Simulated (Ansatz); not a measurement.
# YF3: further runs on the relaxed cell

The task here is to estimate one member of a computed series from the others.

Program: Ansatz 0.2.0. Level of theory: DFT r2SCAN, scalar-relativistic, plane waves, PAW. These are calculated values, not measurements.

### The starting structure

Symmetry: Pnma, No. 62, orthorhombic system. Conventional cell: a = 6.377 Å, b = 6.863 Å, c = 4.376 Å, α = 90.00°, β = 90.00°, γ = 90.00°. Y (site symmetry m) has 9 F at 2.29 to 2.50 Å in its first shell of neighbours. F (site symmetry m) has 3 Y at 2.29 to 2.50 Å in its first shell of neighbours. F (site symmetry 1) is surrounded by 3 Y at 2.29 to 2.30 Å.

Structure file:

```cif
data_structure
_symmetry_space_group_name_H-M 'Pnma'
_symmetry_Int_Tables_number 62
_cell_length_a 6.3767
_cell_length_b 6.8626
_cell_length_c 4.3764
_cell_angle_alpha 90.000
_cell_angle_beta 90.000
_cell_angle_gamma 90.000
_cell_volume 191.51
loop_
_atom_site_label
_atom_site_type_symbol
_atom_site_symmetry_multiplicity
_atom_site_Wyckoff_symbol
_atom_site_fract_x
_atom_site_fract_y
_atom_site_fract_z
_atom_site_occupancy
Y1 Y 4 c 0.36890 0.25000 0.06202 1
F1 F 4 c 0.52257 0.25000 0.58819 1
F2 F 8 d 0.16531 0.06319 0.37970 1
```

It is the result of an earlier relaxation at this level (volume 11.97 Å³/atom; gap on the mesh: 8.67 eV).

Set-up of the first run:

Input file input.yaml:

```yaml
crystal:
  lattice:
    - [6.3122433209, 0.0, 0.0]
    - [0.0, 6.7932491888, 0.0]
    - [0.0, 0.0, 4.3322365779]
  atoms:
    - { symbol: "Y", position: [0.3689025504, 0.25, 0.0620199308] }
    - { symbol: "Y", position: [0.1310974496, 0.75, 0.5620199308] }
    - { symbol: "Y", position: [0.8689025504, 0.25, 0.4379800692] }
    - { symbol: "Y", position: [0.6310974496, 0.75, 0.9379800692] }
    - { symbol: F, position: [0.522574552, 0.25, 0.5881865707] }
    - { symbol: F, position: [0.977425448, 0.75, 0.0881865707] }
    - { symbol: F, position: [0.022574552, 0.25, 0.9118134293] }
    - { symbol: F, position: [0.477425448, 0.75, 0.4118134293] }
    - { symbol: F, position: [0.1653067256, 0.0631911996, 0.3796969095] }
    - { symbol: F, position: [0.3346932744, 0.9368088004, 0.8796969095] }
    - { symbol: F, position: [0.6653067256, 0.4368088004, 0.1203030905] }
    - { symbol: F, position: [0.8346932744, 0.5631911996, 0.6203030905] }
    - { symbol: F, position: [0.8346932744, 0.9368088004, 0.6203030905] }
    - { symbol: F, position: [0.6653067256, 0.0631911996, 0.1203030905] }
    - { symbol: F, position: [0.3346932744, 0.5631911996, 0.8796969095] }
    - { symbol: F, position: [0.1653067256, 0.4368088004, 0.3796969095] }
basis:
  ecutwfc: 500
kpoints:
  mp_grid: { grid: [4, 4, 6] }
hamiltonian:
  xc: r2scan
scf:
  occupations: { method: gaussian, width: 0.02 }
output:
  forces: true
  stress: true
  eigenvalues: true
relax:
  adjacent_minimum: "off"
  f_tol: 0.01
  max_steps: 30
  cell: { stress_tol: 0.1, fix: [volume] }
```

On the command line:

```
$ ansatz run input.yaml --threads 4 --pin off --max-ram 10240MiB --backend cpu --events-out ev --progress --plain --runs-dir out
```

Steps of the session up to this table: The cell scaled to 0.97 of its volume; The cell scaled to 1.03 of its volume; The cell scaled to 0.94 of its volume; Volume × 1.06; The cell scaled to 0.91 of its volume; Volume × 1.10; Point at V/V0 = 0.88.

One of the session's tables, all rows but one given; the rest of the session is left out.

It belongs to the step «Energy against volume». 

```
volume (Å³/atom)  energy above the lowest point (meV/atom)  pressure (GPa)  gap on the mesh (eV)
          10.533                                      85.6           21.65                  9.36
          10.892                                      45.0           14.77                  9.19
          11.251                                         ?               ?                     ?
          11.611                                       4.3            4.00                  8.86
          11.970                                       0.0           -0.02                  8.67
          12.329                                       3.3           -2.51                  8.53
          12.688                                       9.7           -2.99                  8.40
          13.167                                      20.7           -4.38                  8.29
```

Estimate the missing values for volume (Å³/atom) = 11.251.

Worked estimate for «energy above the lowest point (meV/atom)». A straight line through the neighbours (10.892, 45.0) and (11.611, 4.3) gives 45.0 + (4.3 − 45.0) × (11.251 − 10.892) / (11.611 − 10.892) = 24.7; a parabola fitted to 4 rows on both sides gives 18.6.

As computed: energy above the lowest point (meV/atom): 18.6; pressure (GPa): 8.92; gap on the mesh (eV): 9.03. In «energy above the lowest point (meV/atom)» the line misses by +6.1 and the parabola by 0.0.
